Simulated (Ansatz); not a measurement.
Wanted: the native input for an Ansatz 0.2.0 run.

```
Task                  : relaxation of cell and atoms
Functional            : PBEsol
Potentials or basis   : Ansatz PAW
Cutoff                : 420 eV (not typed: the program's choice for these potentials)
k mesh                : 10 × 10 × 10
Occupations           : fermi-dirac, width 0.05 eV
Spin                  : no spin polarisation
Target pressure       : 10 GPa
Target pressure (GPa) : 10
```

Crystal: Ti4Ru.

```xyz
5
Lattice="0.0000 2.3727 11.0539 1.5568 0.0000 11.0539 1.5568 2.3727 0.0000" Properties=species:S:1:pos:R:3 pbc="T T T"
Ru    0.0000    0.0000    0.0000
Ti    1.5568    2.3727   13.0521
Ti    1.5568    2.3727    4.3536
Ti    1.5568    2.3727   17.7543
Ti    1.5568    2.3727    9.0557
```

The cell comes from a database or a generator and needn't be the stable form of this composition.

The input as run:

input.yaml

```yaml
crystal:
  lattice:
    - [0.0, 2.372711, 11.053935]
    - [1.556774, 0.0, 11.053935]
    - [1.556774, 2.372711, 0.0]
  atoms:
    - { symbol: Ru, position: [0.0, 0.0, 0.0] }
    - { symbol: Ti, position: [0.590384, 0.590384, 0.409616] }
    - { symbol: Ti, position: [0.196926, 0.196926, 0.803074] }
    - { symbol: Ti, position: [0.803074, 0.803074, 0.196926] }
    - { symbol: Ti, position: [0.409616, 0.409616, 0.590384] }
hamiltonian:
  xc: pbesol
  pseudopotentials: { kind: paw }
kpoints:
  mp_grid: { grid: [10, 10, 10] }
scf:
  occupations: { method: fermi_dirac, width: 0.05 }
output:
  forces: true
  stress: true
  eigenvalues: true
relax:
  f_tol: 0.01
  max_steps: 40
  cell: { stress_tol: 0.05, p_target: 10.0 }
```

Potentials or basis: Ansatz PAW.

Command:

```bash
$ ansatz run input.yaml --threads 2 --pin off --max-ram 5632MiB --backend cpu --events-out ev --progress --plain --runs-dir out
```

It gave:

```
Relaxed volume                                         : 14.76 Å³/atom
Relaxed cell                                           : a = 11.025 Å, b = 10.888 Å, c = 2.735 Å, α = 85.70°, β = 79.98°, γ = 14.32°
Space group after relaxing (to 0.05 Å)                 : Fmmm (No. 69)
Energy change on relaxing (the enthalpy is what falls) : +18.9 meV/atom
Ionic steps                                            : 8
Pressure after relaxing                                : 10.0 GPa
Band gap on the k mesh                                 : none (metal or under the smearing width)
```

Caveat: the plane-wave basis is chosen anew once the cell has moved, so the energies of steps on either side of that aren't comparable; the PAW data sets come from PBE, with cores solved anew for the run's functional, which leaves a small shift of forces and pressure.

Run time: 2.5 min on 2 threads of Arm Neoverse V1 (shared host), peak memory 0.68 GiB.
